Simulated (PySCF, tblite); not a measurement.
# C₃H₁₂B₂ClN: geometry, infrared bands and NMR shifts

Aim: predict the infrared bands and NMR shifts of C₃H₁₂B₂ClN (`BCCC[B@@H-]([NH3+])Cl`).

Programs: tblite 0.8.0 and PySCF 2.14.0, with density-fitted response routines of our own. Each step states its level of theory. These are calculated values for one molecule in the gas phase, unless marked as measured. Atoms count from 0, in the outputs and in this text.

**1. Starting geometry**

19 atoms, charge 0, multiplicity 1; geometry from: force field or distance geometry start.

Bonds of the start (Å): B0–C1 1.57, C1–C2 1.51, C2–C3 1.50, C3–B4 1.59, B4–N5 1.51, B4–Cl6 1.85, B0–H7 1.20, B0–H8 1.19, C1–H9 1.12, C1–H10 1.12, C2–H11 1.12, C2–H12 1.09, C3–H13 1.11, C3–H14 1.11, B4–H15 1.18, N5–H16 1.04, N5–H17 1.05, N5–H18 1.05.

**2. Relaxing the molecule with GFN2-xTB**

Job settings and geometry (Å):

```
{"job": {"kind": "relax", "xc": "GFN2-xTB", "basis": "xTB"}, "charge": 0, "multiplicity": 1}
B     -2.711300     0.781400     0.077400
C     -2.162000    -0.690400     0.139000
C     -0.738600    -0.823900    -0.360100
C      0.240700     0.026800     0.390500
B      1.711700    -0.158700    -0.183300
N      2.604800     0.822100     0.542200
Cl     2.262800    -1.902300     0.112900
H     -3.398900     1.235200     0.949300
H     -2.032700     1.588500    -0.482200
H     -2.202700    -1.034000     1.209400
H     -2.857100    -1.360300    -0.432900
H     -0.460500    -1.898300    -0.214900
H     -0.737000    -0.627900    -1.432200
H      0.282100    -0.315000     1.446100
H     -0.032200     1.101500     0.394400
H      1.767700     0.062500    -1.344400
H      2.580900     1.788100     0.150300
H      2.263000     0.886100     1.535500
H      3.609600     0.528000     0.525900
```

Run with:

```bash
OMP_NUM_THREADS=1 python probes_run.py task.json out
```

This one command runs all jobs of the session in turn.

**Question.** This job is followed by: GFN2-xTB harmonic vibrations, gas phase; GIAO PBE0/pcSseg-1 NMR shielding, non-relativistic, gas phase. What will the session give for the following? strongest single infrared mode (GFN2-xTB); zero-point energy (GFN2-xTB); 13C shifts against TMS (PBE0/pcSseg-1); 1H shifts against TMS (PBE0/pcSseg-1, means over atoms taken as alike); 11B shifts against BF3·OEt2 (PBE0/pcSseg-1); 15N shifts against NH3 (PBE0/pcSseg-1); 35Cl shifts against HCl (PBE0/pcSseg-1); surface potential, 1st and 99th percentile.

**Answer**, as computed:

| quantity | value |
| --- | --- |
| strongest single infrared mode (GFN2-xTB) | 1246 cm⁻¹, 279 km/mol |
| zero-point energy (GFN2-xTB) | 97.2 kcal/mol |
| 13C shifts against TMS (PBE0/pcSseg-1) | 42.1, 34.5, 30.0 ppm |
| 1H shifts against TMS (PBE0/pcSseg-1, means over atoms taken as alike) | 8.23, 3.28, 3.02, 2.23, 1.94, 1.80, 1.47, 0.38, -0.03 ppm |
| 11B shifts against BF3·OEt2 (PBE0/pcSseg-1) | 93.8, -6.5 ppm |
| 15N shifts against NH3 (PBE0/pcSseg-1) | 66.5 ppm |
| 35Cl shifts against HCl (PBE0/pcSseg-1) | 4 ppm |
| surface potential, 1st and 99th percentile | -1.44 V and 2.69 V |

The optimisation took 89 steps and gained 0.641 eV; among the close pairs (by a distance rule), B4–N5 changed most, from 1.512 to 1.645 Å. All 51 modes are real, so the xTB geometry is a minimum. The strongest single mode, at 1246 cm⁻¹, moves mainly H17, H18 and H16. GFN2-xTB is a fitted tight-binding method: band positions and strengths are rough. Its intensities can rank the bands wrongly. At PBE0/pcSseg-1: The largest span, 207 ppm, is at B0, where the paramagnetic term is -185 ppm. By nearest atom (PBE0/pcSseg-1), the HOMO sits on Cl6 53 %; C3 14 % and the LUMO on B0 51 %; H7, H8 about 15 % each.
